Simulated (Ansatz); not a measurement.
HfIn4SiO6:

```
Hf In Si O
1.0
     3.23023   -5.57768   -0.02470
     3.23023    5.57768   -0.02470
    -1.49068    0.00000    6.32030
Hf In Si O
1 4 1 6
Direct
  0.10178 0.10178 0.00912
  0.79222 0.48204 0.00818
  0.48204 0.79222 0.00818
  0.54472 0.21983 0.48398
  0.21983 0.54472 0.48398
  0.85433 0.85433 0.44523
  0.83500 0.58822 0.38104
  0.58822 0.83500 0.38104
  0.02899 0.02899 0.29500
  0.97920 0.97920 0.69555
  0.42852 0.14514 0.07435
  0.14514 0.42852 0.07435
```

The cell was built by a generator and needn't be a form met in nature.

Base run:

- Program: Ansatz 0.2.0
- Functional: PBE
- Potentials or basis: Ansatz PAW
- Cutoff: 420 eV (not typed: the program's choice for these potentials)
- k mesh: 5 × 5 × 4
- Occupations: fermi-dirac, width 0.05 eV
- Spin: no spin polarisation

Its results: band gap on the k mesh 0.64 eV, indirect (least direct gap 0.90 eV); pressure 0.0 GPa; largest force 0.007 eV/Å.

The run is repeated on the same cell with these changes: functional from PBE to BLYP. What comes out?

Band gap on the k mesh 0.85 eV, indirect (least direct gap 1.09 eV); pressure 2.9 GPa; largest force 0.161 eV/Å.

BLYP binds less tightly than PBE, so the same cell stands under more pressure.

Caveats: spin-orbit coupling is left out, which moves the levels of the heavy elements; odd divisions of the mesh miss points on the zone boundary, where band edges often lie, so the gap on the mesh can be too wide (some runs); the k mesh misses the band edges, so the gap on the mesh is wider than the one along the path (some runs); the PAW data sets come from PBE, with cores solved anew for the run's functional, which leaves a small shift of forces and pressure (some runs).
